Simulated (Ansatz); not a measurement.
# Ti3O4: the cost of one run

Program: Ansatz 0.2.0. Level of theory: DFT PBEsol, scalar-relativistic, plane waves, PAW. These are calculated values, not measurements.

4 further runs of the same task are left out: 1 that didn't finish, 3 set aside as unsound or not needed. Runs told in other sessions of the task aren't counted.

### 1 The structure to begin with

Symmetry: Cmmm, No. 65, orthorhombic system. Conventional cell: a = 5.826 Å, b = 8.061 Å, c = 2.969 Å, α = 90.00°, β = 90.00°, γ = 90.00°. Ti (site symmetry mmm) has 6 O at 2.03 to 2.09 Å in its first shell of neighbours. Ti (site symmetry 2/m) is surrounded by 6 O at 2.02 to 2.08 Å. O (site symmetry 2mm) is surrounded by 4 Ti at 2.02 to 2.03 Å. Around O (site symmetry m2m) lie 5 Ti at 2.08 to 2.09 Å.

Coordinates:

```
Ti O
1.0
     2.91282   -4.03035    0.00000
     2.91282    4.03035    0.00000
     0.00000    0.00000    2.96903
Ti O
3 4
Direct
  0.00000 0.00000 0.50000
  0.50000 0.00000 0.00000
  0.00000 0.50000 0.00000
  0.76278 0.76278 0.00000
  0.25888 0.74112 0.50000
  0.23722 0.23722 0.00000
  0.74112 0.25888 0.50000
```

It goes back to an entry of the Materials Project, which need not be the stable form.

It is the result of an earlier relaxation at this level (volume 9.96 Å³/atom; gap on the mesh: none (metal)).

### 2 Zero of energy

The reference gives a free energy of -9674.9918 eV, pressure 0.02 GPa, largest force 0.021 eV/Å and gap on the mesh none (metal). It was computed beforehand with the settings of the runs below.

### 3 Zone-centre phonons by finite displacements

input.yaml reads:

```yaml
crystal:
  lattice:
    - [2.9128162305, -4.0303540204, 0.0]
    - [2.9128162305, 4.0303540204, 0.0]
    - [0.0, 0.0, 2.9690273776]
  atoms:
    - { symbol: Ti, position: [0.0, 0.0, 0.5] }
    - { symbol: Ti, position: [0.5, 0.0, 0.0] }
    - { symbol: Ti, position: [0.0, 0.5, 0.0] }
    - { symbol: O, position: [0.7627833108, 0.7627833108, 0.0] }
    - { symbol: O, position: [0.2588765552, 0.7411234448, 0.5] }
    - { symbol: O, position: [0.2372166892, 0.2372166892, 0.0] }
    - { symbol: O, position: [0.7411234448, 0.2588765552, 0.5] }
basis:
  ecutwfc: 420
kpoints:
  mp_grid: { grid: [8, 8, 14] }
hamiltonian:
  xc: pbesol
scf:
  occupations: { method: gaussian, width: 0.15 }
output:
  eigenvalues: true
phonons:
  method: fd
  supercell: [1, 1, 1]
  amplitude: 0.02
  eigenvectors: true
  dielectric: false
```

On the command line:

```
> ansatz run input.yaml --threads 2 --pin off --max-ram 5120MiB --backend cpu --events-out ev --progress --plain --runs-dir out
```

Q: Estimate wall time and peak memory on 2 threads of Intel Xeon at 2.50GHz (Skylake/Cascade Lake), shared host.

About 10 min, with a peak of 1.2 GiB.
